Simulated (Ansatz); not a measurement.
# AlClH6SiSn: ladder of methods at one geometry

How do the methods compare on AlClH6SiSn, in result and in cost? Aim: a ladder of methods at one geometry, for AlClH6SiSn, run from a script. SMILES: [SiH3][Al]([Cl])[SnH3].

Program: Ansatz 0.2.0 through its Python package. The levels of theory stand in the script. These are calculated values, not measurements.

## Step 1: Starting point

Bond lengths: Si1–Al2 2.304 Å, Al2–Cl3 2.181 Å, Al2–Sn4 2.588 Å, Si1–H5 1.501 Å, Si1–H6 1.533 Å, Si1–H7 1.477 Å, Sn4–H8 1.774 Å, Sn4–H9 1.736 Å, Sn4–H10 1.792 Å. Angles (14 of 15 angles, heavy atoms first): Si1–Al2–Cl3 118.9°, Si1–Al2–Sn4 122.0°, Cl3–Al2–Sn4 119.1°, Al2–Si1–H5 111.4°, Al2–Si1–H6 110.4°, Al2–Si1–H7 112.0°, Al2–Sn4–H8 108.6°, Al2–Sn4–H9 113.2°, Al2–Sn4–H10 110.8°, H5–Si1–H6 106.4°, H5–Si1–H7 109.3°, H6–Si1–H7 107.2°, H8–Sn4–H9 109.5°, H8–Sn4–H10 106.7°.

No structure file is read: the coordinates are typed or built in the script.

## Step 2: The code

methods.py

```python
"""One geometry of AlClH6SiSn, method by method."""

import warnings

import ansatz as az

GEOMETRY = """
Si    0.01640    1.30380   -1.69460
Al    0.92530   -0.11130   -0.12010
Cl    3.06740   -0.51890   -0.18090
Sn   -0.51950   -1.23510    1.71000
H    -1.04540    0.61500   -2.50070
H    -0.66270    2.49600   -1.01160
H     1.04280    1.84940   -2.60530
H    -1.78100   -2.20000    0.92040
H     0.39870   -2.24670    2.78150
H    -1.35890   -0.00340    2.70430
"""

warnings.simplefilter("ignore", az.DeckWarning)

geometry = az.Crystal.molecule()
for line in GEOMETRY.strip().splitlines():
    symbol, *xyz = line.split()
    geometry = geometry.atom(symbol, [float(v) for v in xyz])

calc = geometry.calculation().basis(gaussian="def2-SVP")

methods = ["mp2", "ccsd", "ccsd_t"]
reports = [calc.correlation(m).run(threads=1).report for m in methods]
print(f"Hartree-Fock reference {reports[0]['reference_energy_ev'] / 27.211386246:.6f} Ha")
best = reports[-1]["free_energy_ev"] - reports[-1]["reference_energy_ev"]
for method, each in zip(methods, reports):
    gained = each["free_energy_ev"] - each["reference_energy_ev"]
    print(f"{method:8s} total {each['free_energy_ev'] / 27.211386246:.6f} Ha  correlation {gained:9.4f} eV  ({100 * gained / best:.1f} % of the last)")
```

## Step 3: The input behind the calls

The engine receives this input (first run):

```yaml
crystal:
  periodic: [false, false, false]
  atoms:
    - { symbol: Si, position_ang: [0.0164, 1.3038, -1.6946] }
    - { symbol: Al, position_ang: [0.9253, -0.1113, -0.1201] }
    - { symbol: Cl, position_ang: [3.0674, -0.5189, -0.1809] }
    - { symbol: Sn, position_ang: [-0.5195, -1.2351, 1.71] }
    - { symbol: H, position_ang: [-1.0454, 0.615, -2.5007] }
    - { symbol: H, position_ang: [-0.6627, 2.496, -1.0116] }
    - { symbol: H, position_ang: [1.0428, 1.8494, -2.6053] }
    - { symbol: H, position_ang: [-1.781, -2.2, 0.9204] }
    - { symbol: H, position_ang: [0.3987, -2.2467, 2.7815] }
    - { symbol: H, position_ang: [-1.3589, -0.0034, 2.7043] }
basis:
  gaussian:
    orbitals: def2-SVP
correlation:
  method: mp2
```

## Step 4: The run

On the command line:

```sh
$ python methods.py
```

The program printed:

```text
Hartree-Fock reference -1206.916550 Ha
mp2      total -1207.326191 Ha  correlation  -11.1469 eV  (83.5 % of the last)
ccsd     total -1207.394942 Ha  correlation  -13.0177 eV  (97.5 % of the last)
ccsd_t   total -1207.407351 Ha  correlation  -13.3554 eV  (100.0 % of the last)
```

Wall time 80 s (1 thread of Intel Xeon Platinum 8259CL at 2.50GHz (Skylake/Cascade Lake), shared host); peak memory 0.54 GiB.

## Step 5: What changed from run to run

The engine's inputs for the other runs:

Run 2, against run 1:

```diff
@@ -18 +18 @@
-  method: mp2
+  method: ccsd
```

Run 3, against run 1:

```diff
@@ -18 +18 @@
-  method: mp2
+  method: ccsd_t
```

## Step 6: Run by run

One row for each of the 3 runs:

```
run  method  energy (eV)  iterations in all  CPU time (s)
  1     mp2  -32853.0193                 11           6.3
  2    ccsd  -32854.8901                 17            27
  3  ccsd_t  -32855.2278                 17            46
```

Correlation energies (total less mean field):

```
method  correlation (eV)  share of the last  miss against the last (eV)  CPU time (s)
   mp2           -11.147             83.5 %                      +2.208           6.3
  ccsd           -13.018             97.5 %                      +0.338            27
ccsd_t           -13.355            100.0 %                      +0.000            46
```

## Step 7: Outcome

```
                    quantity       value
               runs compared           3
correlation energy, last run  -13.355 eV
```

What this shows: mp2 catches 83 % of the correlation energy of ccsd_t. In CPU time, run 3 (ccsd_t) cost about 7.2 times as much as run 1 (mp2). Caveats:
- The geometry is a force-field or estimated start, not a minimum of this method, and the basis set is short of its limit. A lower total doesn't mark the better method: functionals have no common bound, and MP2 and coupled cluster aren't variational.
- def2 sets replace the cores of elements past krypton by effective core potentials.
- Inner cores stay frozen; a filled d shell under the valence of the heavier atoms is correlated with it.
